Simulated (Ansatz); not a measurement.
A nudged elastic band was laid between two geometries of a periodic cell of 17 atoms, Nb16H (host Nb, host structure bcc, interstitial H).

Method: Ansatz 0.2.0, DFT PBE, scalar-relativistic, plane waves, PAW. Settings: cutoff 420 eV, k mesh 3x3x3, gaussian smearing 0.1 eV, no spin polarisation.

* movable images: 5
* climbing image: yes
* spring: 5.0 eV/Å²
* optimiser: quadratic models (default)
* start path: straight line
* force threshold: 0.05 eV/Å
* iteration limit: 71
* end points: relaxed

First end point:

```xyz
17
Lattice="6.6000 0.0000 0.0000 0.0000 6.6000 0.0000 0.0000 0.0000 6.6000" Properties=species:S:1:pos:R:3
Nb 0.011 0.003 -0.001
Nb 3.315 0.003 -0.001
Nb 0.011 3.305 -0.001
Nb -0.038 0.046 3.299
Nb 1.638 1.654 1.650
Nb 3.316 3.304 -0.001
Nb 3.299 0.011 3.299
Nb 4.934 1.654 1.650
Nb -0.037 3.262 3.299
Nb 1.687 4.954 1.607
Nb 1.638 1.654 4.948
Nb 3.300 3.297 3.299
Nb 4.950 4.954 1.642
Nb 4.934 1.654 4.948
Nb 1.687 4.954 4.991
Nb 4.950 4.954 4.956
H 0.824 4.955 3.299
```

Last end point:

```xyz
17
Lattice="6.6000 0.0000 0.0000 0.0000 6.6000 0.0000 0.0000 0.0000 6.6000" Properties=species:S:1:pos:R:3
Nb -0.005 0.007 0.001
Nb 3.295 -0.001 0.017
Nb -0.005 3.293 0.001
Nb -0.004 0.042 3.264
Nb 1.645 1.650 1.635
Nb 3.295 3.300 0.017
Nb 3.295 -0.001 3.312
Nb 4.946 1.650 1.636
Nb -0.004 3.258 3.264
Nb 1.652 4.950 1.651
Nb 1.645 1.650 4.940
Nb 3.295 3.301 3.312
Nb 4.939 4.950 1.652
Nb 4.946 1.650 4.940
Nb 1.687 4.950 4.988
Nb 4.903 4.950 4.988
H -0.006 4.950 4.128
```

(1) What changes between the two ends?

(2) What energy profile does the band end with?

(3) What is the geometry of the highest image?

The band took 4 iterations and roughly 24 core-minutes.

Results:

(1) The atom that moves furthest is H17, by 1.17 Å; four of its nearest neighbours are Nb4 1.90, Nb9 1.90, Nb10 1.90, Nb15 1.90 Å at the first end and Nb16 1.90, Nb15 1.90, Nb4 1.90, Nb9 1.90 Å at the last.

(2) It converged. The highest image is number 3 of 0 to 6, 0.192 eV above the ends, which have the same energy within 2 meV. By the program's own check the climbing image is of a kind that is not told: the force calls were inconclusive, a negative curvature could not be distinguished from the path's own, the only one lies far off the path, or fixed occupations may fill a level only in part (lowest curvatures found: -2.65 and 4.29 eV/Å²). Limits of this set-up: coarse k mesh, odd electron count without spin, a small cell, in which the defect meets its images, a typed lattice constant that wasn't relaxed here.

```tsv
image	path coordinate (Å)	energy (eV)	Nb10–H17 (Å)	Nb16–H17 (Å)
0	0.00	0.000	1.90	2.98
1	0.19	0.049	2.02	2.78
2	0.39	0.145	2.19	2.59
3	0.58	0.192	2.39	2.39
4	0.78	0.145	2.59	2.19
5	0.98	0.048	2.79	2.02
6	1.17	0.000	2.98	1.90
```

(3) 
```xyz
17
Lattice="6.6000 0.0000 0.0000 0.0000 6.6000 0.0000 0.0000 0.0000 6.6000" Properties=species:S:1:pos:R:3
Nb 0.007 0.002 -0.002
Nb 3.313 -0.006 0.015
Nb 0.007 3.301 -0.002
Nb -0.032 0.081 3.271
Nb 1.635 1.652 1.645
Nb 3.313 3.309 0.015
Nb 3.295 0.002 3.310
Nb 4.925 1.652 1.627
Nb -0.032 3.222 3.271
Nb 1.652 4.952 1.666
Nb 1.650 1.652 4.952
Nb 3.295 3.301 3.310
Nb 4.941 4.952 1.644
Nb 4.942 1.652 4.938
Nb 1.706 4.952 5.008
Nb 4.964 4.952 4.954
H 0.388 4.952 3.691
```

Run time: 7.4 min on 4 threads of Intel(R) Xeon(R) Platinum 8375C CPU @ 2.90GHz (Ice Lake) (shared host), peak memory 3.4 GiB.
